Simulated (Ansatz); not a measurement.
# LaGe (database structure): how the settings move a relaxation

How sensitive is a relaxation of LaGe (database structure) to its settings? A reference run comes first, then three runs with altered input.

Computed with Ansatz 0.2.0 (reference: DFT r2SCAN, plane waves, PAW, scalar-relativistic, no spin polarisation, unless a step's input says otherwise).

1 further run of the same task is left out (it didn't finish).

**1. Starting point**

Symmetry: Cmcm, No. 63, orthorhombic system. Conventional cell: a = 4.521 Å, b = 13.650 Å, c = 6.688 Å, α = 90.00°, β = 90.00°, γ = 90.00°. Around Ge (site symmetry m) lie 2 Ge at 2.60 to 2.78 Å. La (site symmetry m2m) has 8 Ge at 3.12 to 3.28 Å as nearest neighbours. La (site symmetry m2m) is surrounded by 6 Ge at 3.14 to 3.16 Å.

As a file:

```
Ge La
1.0
     4.52066    0.00000    0.00000
     2.26033   -6.82511    0.00000
     0.00000    0.00000   -6.68827
Ge La
4 4
Cartesian
  2.2603 -1.3369 -2.9715
  4.5207 -5.4882 -6.3156
  4.5207 -5.4882 -3.7168
  2.2603 -1.3369 -0.3727
  2.2603 -6.1662 -1.6721
  4.5207 -0.6589 -5.0162
  2.2603 -3.7449 -5.0162
  4.5207 -3.0802 -1.6721
```

**2. Reference**

Input file input.yaml:

```yaml
crystal:
  lattice:
    - [4.520656, 0.0, 0.0]
    - [2.260328, -6.82511, 0.0]
    - [0.0, 0.0, -6.688271]
  atoms:
    - { symbol: Ge, position: [0.40206, 0.19588, 0.44428] }
    - { symbol: Ge, position: [0.59794, 0.80412, 0.94428] }
    - { symbol: Ge, position: [0.59794, 0.80412, 0.55572] }
    - { symbol: Ge, position: [0.40206, 0.19588, 0.05572] }
    - { symbol: La, position: [0.04827, 0.90346, 0.25] }
    - { symbol: La, position: [0.95173, 0.09654, 0.75] }
    - { symbol: La, position: [0.22565, 0.5487, 0.75] }
    - { symbol: La, position: [0.77435, 0.4513, 0.25] }
  symmetry: { tolerance: 0.0003 }
kpoints:
  mp_grid: { grid: [4, 4, 3], shift: [0, 0, 0] }
magnetization:
  spin_polarized: false
scf:
  occupations: { method: fermi_dirac }
hamiltonian:
  pseudopotentials: { kind: paw }
  xc: r2scan
basis:
  ecutwfc: 500
output:
  forces: true
  stress: true
  eigenvalues: true
relax:
  max_steps: 40
  cell: {}
```

The run is started by

```console
> ansatz run input.yaml --threads 1 --pin off --max-ram 2560MiB --backend cpu --events-out ev --progress --plain --runs-dir out
```

**3. Changing settings: symmetry.detect false, occupations.method tetrahedron_uncorrected, tolerance left out**

input.yaml: that of step 2 with these lines changed.

```diff
@@ -14,3 +14,3 @@
     - { symbol: La, position: [0.77435, 0.4513, 0.25] }
-  symmetry: { tolerance: 0.0003 }
+  symmetry: { detect: false }
 kpoints:
@@ -20,3 +20,3 @@
 scf:
-  occupations: { method: fermi_dirac }
+  occupations: { method: tetrahedron_uncorrected }
 hamiltonian:
```

**4. Variant: mp_grid.shift [0.5, 0.5, 0.5], dispersion d3bjatm**

input.yaml: that of step 2 with these lines changed.

```diff
@@ -16,3 +16,3 @@
 kpoints:
-  mp_grid: { grid: [4, 4, 3], shift: [0, 0, 0] }
+  mp_grid: { grid: [4, 4, 3], shift: [0.5, 0.5, 0.5] }
 magnetization:
@@ -24,2 +24,3 @@
   xc: r2scan
+  dispersion: d3bjatm
 basis:
```

**5. A further run, with the input changed**

input.yaml: that of step 2 with these lines changed.

```diff
@@ -20,3 +20,5 @@
 scf:
-  occupations: { method: fermi_dirac }
+  occupations: { method: fermi_dirac, width: 0.3 }
+  n_extra_bands: 0
+  max_iter: 60
 hamiltonian:
```

(Steps that only read results are left out.)

What does the calculation give? Wanted: for each run, ending; energy change; pressure; gap; force.

As calculated:

```csv
run,ending,energy change,pressure (GPa),gap (eV),force (eV/Å),cycles,time
reference,converged,0,0.0,0.00,0.00,48,2.1 min
"1: symmetry.detect false, occupations.method tetrahedron_uncorrected, tolerance left out",converged,+9.1 meV/atom (σ→0),0.0,0.00,0.00,43,4.4 min
"2: mp_grid.shift [0.5, 0.5, 0.5], dispersion d3bjatm",converged,-171.7 meV/atom (offset of the dispersion model),0.0,0.00,0.01,46,2.2 min
"3: occupations.width 0.3, n_extra_bands 0",refused,-,-,-,-,-,0.19 s
```

«symmetry.detect false, occupations.method tetrahedron_uncorrected, tolerance left out» moves the energy by +9.1 meV/atom. Of the variants the dearest is «symmetry.detect false, occupations.method tetrahedron_uncorrected, tolerance left out» (4.4 min), the cheapest «mp_grid.shift [0.5, 0.5, 0.5], dispersion d3bjatm» (2.2 min), on a shared host. 1 of the 3 altered inputs did not end normally.

The reference is no final answer either: its mesh is coarse for a cell with so small a gap or none.
